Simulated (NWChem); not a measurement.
# GaNH3 (SMILES [NH2][GaH]) at UPBEOP/def2-TZVPP

Aim: the energy change on altering one bond length of GaNH3 at UPBEOP/def2-TZVPP, from 2 runs. 

The results are computed with NWChem 7.3.0.

## 1. The molecule

GaNH3: 5 atoms, total charge 0, spin state doublet. SMILES: `[NH2][GaH]`. Geometry: relaxed at PBE0-D4/def2-TZVP. This is one conformer, not always the lowest.

Bond lengths: N1–Ga2 1.825 Å, N1–H3 1.008 Å, N1–H4 1.006 Å, Ga2–H5 1.594 Å. Angles: N1–Ga2–H5 116.9°, Ga2–N1–H3 123.8°, Ga2–N1–H4 124.3°, H3–N1–H4 111.9°.

## 2. The energy at UPBEOP/def2-TZVPP

Input file gah3n.xyz:

```xyz
5
GaH3N
N     -0.211900    -0.684000     0.064700
Ga     0.815500     0.782900     0.417000
H     -0.946800    -0.701300    -0.625100
H     -0.115200    -1.569300     0.532000
H      0.508200     2.097900    -0.430100
```

Input file gah3n.nw:

```
start gah3n
title "GaH3N"
memory stack 880 mb heap 220 mb global 1100 mb
geometry noautosym nocenter noautoz
  load format xyz gah3n.xyz
end
basis spherical bse
  * library def2-TZVPP
end
dft
  xc pbeop
  mult 2
  grid fine
  convergence energy 1e-06
  direct
  iterations 200
  mulliken
  print medium
end
task dft
```

Run with:

```bash
nwchem gah3n.nw > gah3n.out
```

Standard output (excerpt; [...] marks lines left out):

```text
[...]
          Wavefunction type:  spin polarized.
          No. of atoms     :     5
          No. of electrons :    41
[...]
          Charge           :     0
          Spin multiplicity:     2
[...]
          AO basis - number of functions:   121
[...]
              XC Information
              --------------
                        PBEOP Method XC Functional
          PerdewBurkeErnzerhof Exchange Functional  1.000
                    OP_PBE96 Correlation Potential  1.000
[...]
 d= 0,ls=0.0,diis     1  -1980.9286821398 -2.08D+03  6.54D-03  2.47D-01     4.5
[...]
 d= 0,ls=0.5,diis    41  -1981.0017547430 -7.08D-07  7.49D-06  5.80D-07   126.8
[...]
         Total DFT energy =    -1981.001755174572
      One electron energy =    -2949.888691504141
           Coulomb energy =      956.106879297936
    Exchange-Corr. energy =      -82.639876754793
 Nuclear repulsion energy =       95.419933786425
[...]
      Total Density - Mulliken Population Analysis
     ---------------------------------------------
    Atom       Charge   Shell Charges
 -----------   ------   -------------------------------------------------------
    1 N    7     7.33   0.82  1.15  0.57  0.73  0.17  1.58  1.50  0.79  0.00  0.01  0.00
    2 Ga  31    30.89   2.00  2.00  1.19  0.77  0.96  0.54  5.98  4.49  1.51  0.89  0.45  8.75  1.12  0.14  0.08  0.03
    3 H    1     0.87   0.28  0.42  0.09  0.02  0.06  0.01
    4 H    1     0.87   0.28  0.42  0.08  0.02  0.06  0.01
    5 H    1     1.05   0.24  0.48  0.32  0.00  0.00  0.00
[...]
      <S2> =      0.7518 (Exact =     0.7500)
[...]
```

It took 2.2 min on 1 thread of INTEL XEON PLATINUM 8581C at 2.10GHz (Emerald Rapids), shared host; peak memory 0.12 GiB.

## 3. The distorted shape

Input file mol.nw:

```
START mol
memory 2200 mb
charge 0

GEOMETRY noautosym nocenter noautoz
N     -0.109160    -0.537310     0.099930
Ga     0.815500     0.782900     0.417000
H     -0.844060    -0.554610    -0.589870
H     -0.012460    -1.422610     0.567230
H      0.508200     2.097900    -0.430100
END

BASIS spherical bse
N library def2-TZVPP
Ga library def2-TZVPP
H library def2-TZVPP
END

DFT
xc pbeop
mult 2
grid fine
convergence energy 1e-06
direct
iterations 200
mulliken
END

TASK dft energy
```

Run with:

```bash
nwchem mol.nw > mol.out
```

Standard output (excerpt; [...] marks lines left out):

```text
[...]
          Wavefunction type:  spin polarized.
          No. of atoms     :     5
          No. of electrons :    41
[...]
          Charge           :     0
          Spin multiplicity:     2
[...]
          AO basis - number of functions:   121
[...]
              XC Information
              --------------
                        PBEOP Method XC Functional
          PerdewBurkeErnzerhof Exchange Functional  1.000
                    OP_PBE96 Correlation Potential  1.000
[...]
 d= 0,ls=0.0,diis     1  -1980.9113527567 -2.08D+03  5.88D-03  2.46D-01     3.9
[...]
 d= 0,ls=0.0,diis    10  -1980.9780101742 -1.05D-07  4.12D-07  9.28D-09    30.0
[...]
         Total DFT energy =    -1980.978010174156
      One electron energy =    -2965.883593449121
           Coulomb energy =      964.164166909471
    Exchange-Corr. energy =      -82.700044775591
 Nuclear repulsion energy =      103.441461141085
[...]
      Total Density - Mulliken Population Analysis
     ---------------------------------------------
    Atom       Charge   Shell Charges
 -----------   ------   -------------------------------------------------------
    1 N    7     7.25   0.82  1.15  0.56  0.72  0.13  1.61  1.52  0.71  0.00  0.01  0.00
    2 Ga  31    30.95   2.00  2.00  1.19  0.77  0.95  0.54  5.98  4.49  1.51  0.96  0.45  8.74  1.13  0.12  0.08  0.03
    3 H    1     0.87   0.28  0.42  0.09  0.02  0.06  0.01
    4 H    1     0.87   0.28  0.42  0.08  0.02  0.06  0.01
    5 H    1     1.06   0.24  0.48  0.34  0.00  0.00  0.00
[...]
      <S2> =      0.7515 (Exact =     0.7500)
[...]
```

Wall time 31 s (1 thread of INTEL XEON PLATINUM 8581C at 2.10GHz (Emerald Rapids), shared host); peak memory 0.12 GiB.

## 4. Outcome

Level: UPBEOP/def2-TZVPP.

| quantity | value |
| --- | --- |
| first shape: total energy | -1981.00176 Eh |
| first shape: dipole moment | 1.08 D |
| first shape: HOMO energy (highest over α and β) | -4.32 eV |
| first shape: LUMO energy (lowest over α and β) | -3.29 eV |
| first shape: ⟨S²⟩ | 0.752 |
| distorted shape: total energy | -1980.97801 Eh |
| distorted shape: dipole moment | 1.84 D |
| distorted shape: HOMO energy (highest over α and β) | -4.02 eV |
| distorted shape: LUMO energy (lowest over α and β) | -2.98 eV |
| distorted shape: ⟨S²⟩ | 0.751 |
| energy change with the N1–Ga2 bond shortened from 1.825 to 1.643 Å | 0.646 eV |

With the N1–Ga2 bond shortened from 1.825 to 1.643 Å the energy rises by 0.65 eV (62.3 kJ/mol). The first shape isn't relaxed at this level, so the change isn't measured from a minimum. Mulliken charges (first shape) run from -0.33 on N1 to +0.13 on H3; they depend strongly on the basis.
